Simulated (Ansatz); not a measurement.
**ClFH4OSi2: up Jacob's ladder to CCSD(T)**

The task here is to estimate one member of a computed series from the others.

Method: functionals in def2-TZVPP, the program's frozen cores in correlated methods; program: Ansatz 0.2.0, Gaussian basis.

Levels to be run: LDA (SPW92), PBE-D4, revPBE-D4, BLYP-D4, r2SCAN-D4, B97M-V, PBE0-D4, B3LYP-D4, r2SCANh-D4, r2SCAN0-D4, HSE06-D4, BHLYP-D4, CAM-B3LYP-D4, LC-ωPBE, ωB97X-V, ωB97M-V, B2PLYP, PBE-QIDH; CCSD(T)/def2-SVP; CCSD(T)/def2-TZVPP; MP2/def2-QZVPP; extrapolation to the limit; RPA on PBE.

### The relaxed structure

The geometry comes from an earlier relaxation with PBE0-D4 in a triple-zeta def2 set; it is a stationary point, not always the lowest conformer.

SMILES `F[SiH](Cl)O[SiH3]`, 9 atoms, charge 0, spin multiplicity 1.

Atoms are counted from 1 here; the program's logs count them from 0.

Bond lengths: F1–Si2 1.584 Å, Si2–Cl3 2.036 Å, Si2–O4 1.603 Å, Si2–H6 1.466 Å, O4–Si5 1.647 Å, Si5–H7 1.481 Å, Si5–H8 1.483 Å, Si5–H9 1.483 Å. Angles: F1–Si2–Cl3 107.3°, F1–Si2–O4 109.6°, F1–Si2–H6 108.7°, Cl3–Si2–O4 110.5°, Cl3–Si2–H6 110.1°, O4–Si2–H6 110.6°, Si2–O4–Si5 149.6°, O4–Si5–H7 107.4°, O4–Si5–H8 109.5°, O4–Si5–H9 109.5°, H7–Si5–H8 110.2°, H7–Si5–H9 110.3°, H8–Si5–H9 110.0°.

The first run:

Input file in.yaml:

```yaml
crystal:
  periodic: [false, false, false]
  atoms:
    - {symbol: F, position_ang: [-2.311952, -0.644572, -0.745577]}
    - {symbol: Si, position_ang: [-1.488687, 0.120762, 0.370462]}
    - {symbol: Cl, position_ang: [-1.584963, 2.107687, -0.061392]}
    - {symbol: O, position_ang: [0.033202, -0.383446, 0.355468]}
    - {symbol: Si, position_ang: [1.553760, -0.291322, -0.271397]}
    - {symbol: H, position_ang: [-2.106244, -0.143243, 1.674087]}
    - {symbol: H, position_ang: [2.450673, -1.051112, 0.629568]}
    - {symbol: H, position_ang: [1.565738, -0.889308, -1.628219]}
    - {symbol: H, position_ang: [1.976972, 1.128355, -0.339999]}
basis:
  gaussian: {orbitals: def2-TZVPP}
hamiltonian: {xc: lda}
output: {orbitals: {seedname: orbitals}}
```

Run with:

```
$ ansatz run in.yaml --threads 4 --pin off --events-out ev --progress --plain --max-ram 10444MiB
```

Among the steps run: LDA; PBE-D4 (GGA); revPBE-D4 (GGA); BLYP-D4 (GGA); r2SCAN-D4 (meta-GGA); B97M-V (meta-GGA); PBE0-D4 (hybrid); B3LYP-D4 (hybrid); r2SCANh-D4 (hybrid); r2SCAN0-D4 (hybrid); HSE06-D4 (hybrid); BHLYP-D4 (hybrid); CAM-B3LYP-D4 (range-separated); LC-ωPBE (range-separated); ωB97X-V (range-separated); ωB97M-V (range-separated); B2PLYP (double hybrid); PBE-QIDH (double hybrid).

One table of the session follows, with a row left open; its other results are not shown here.

It belongs to the step «Orbital energies across the functionals». 

```
  functional  HOMO (eV)  gap (eV)
 LDA (SPW92)      -8.03      6.79
      PBE-D4      -7.93      6.97
   revPBE-D4      -7.89      7.05
     BLYP-D4          ?         ?
   r2SCAN-D4      -8.31      7.78
      B97M-V      -8.42      7.62
     PBE0-D4      -9.40      9.32
    B3LYP-D4      -9.16      8.87
  r2SCANh-D4      -8.85      8.61
  r2SCAN0-D4      -9.65      9.83
    HSE06-D4      -8.99      8.54
    BHLYP-D4     -10.77     11.57
CAM-B3LYP-D4     -10.82     11.73
     LC-ωPBE     -12.21     14.33
     ωB97X-V     -11.86     13.81
     ωB97M-V     -11.70     13.32
```

**Question.** Estimate the row for BLYP-D4.

Worked estimate for «HOMO (eV)». Against the share of exact exchange, B3LYP-D4 (0.2, -9.16), BHLYP-D4 (0.5, -10.77) give a slope of -5.37 per unit share; at 0 the line stands at -8.09.

As computed: HOMO (eV): -7.82; gap (eV): 7.00. In «HOMO (eV)» the line misses by -0.27.
